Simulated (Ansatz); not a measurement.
# AlB2H5OSi: how energies converge with the basis set

The task here is to estimate one member of a computed series from the others.

Computed with Ansatz 0.2.0, Gaussian basis. Level: one geometry, several basis sets.

Plan: PBE0-D4/def2-SVP; ωB97M-V/def2-SVP; PBE0-D4/def2-QZVPP; ωB97M-V/def2-QZVPP; the functionals' def2-TZVPP values are taken from earlier runs.

### The geometry

All runs share one geometry, relaxed beforehand with PBE0-D4 in a triple-zeta def2 set.

10 atoms, charge 0, spin multiplicity 1.

Atoms are counted from 1 here; the program's logs count them from 0.

Bond lengths: B1–O2 1.343 Å, B1–H6 1.201 Å, B1–H7 1.205 Å, O2–Al3 1.686 Å, Al3–B4 1.991 Å, Al3–Si5 2.450 Å, B4–Si5 1.856 Å, B4–H8 1.184 Å, Si5–H9 1.489 Å, Si5–H10 1.553 Å. Angles: O2–B1–H6 118.8°, O2–B1–H7 119.9°, H6–B1–H7 121.2°, B1–O2–Al3 152.2°, O2–Al3–B4 170.8°, O2–Al3–Si5 141.1°, B4–Al3–Si5 48.0°, Al3–B4–Si5 79.0°, Al3–B4–H8 142.6°, Si5–B4–H8 138.4°, Al3–Si5–B4 52.9°, Al3–Si5–H9 157.8°, Al3–Si5–H10 52.4°, B4–Si5–H9 149.3°, B4–Si5–H10 105.4°, H9–Si5–H10 105.4°.

The first run:

in.yaml

```yaml
crystal:
  periodic: [false, false, false]
  atoms:
    - {symbol: B, position_ang: [-1.240710, 1.788766, 1.598739]}
    - {symbol: O, position_ang: [-1.277433, 0.902836, 0.590076]}
    - {symbol: Al, position_ang: [-0.549449, -0.220335, -0.435878]}
    - {symbol: B, position_ang: [0.022025, -1.573618, -1.780455]}
    - {symbol: Si, position_ang: [1.616076, -1.276660, -0.877926]}
    - {symbol: H, position_ang: [-2.252275, 2.359626, 1.905505]}
    - {symbol: H, position_ang: [-0.205028, 1.997944, 2.177409]}
    - {symbol: H, position_ang: [-0.378037, -2.235955, -2.676795]}
    - {symbol: H, position_ang: [3.065297, -1.574854, -0.707204]}
    - {symbol: H, position_ang: [1.282535, -0.219048, 0.209529]}
basis:
  gaussian: {orbitals: def2-SVP}
hamiltonian: {xc: pbe0, dispersion: d4}
output: {orbitals: {seedname: orbitals}}
```

Steps of the session up to this table: PBE0-D4 in def2-SVP; ωB97M-V in def2-SVP; PBE0-D4 in def2-QZVPP; ωB97M-V in def2-QZVPP.

One table of the session follows, with a row left open; its other results are not shown here.

It belongs to the step «Density functionals: the series». 

```
functional       basis  HOMO (eV)
   PBE0-D4    def2-SVP      -6.44
   PBE0-D4  def2-TZVPP      -6.42
   PBE0-D4  def2-QZVPP      -6.42
   ωB97M-V    def2-SVP          ?
   ωB97M-V  def2-TZVPP      -8.29
   ωB97M-V  def2-QZVPP      -8.29
```

**Question.** Estimate the row for ωB97M-V, def2-SVP.

The run gave: HOMO (eV): -8.28. In the column «HOMO (eV)» it lies between ωB97M-V, def2-QZVPP (-8.29) and PBE0-D4, def2-SVP (-6.44).
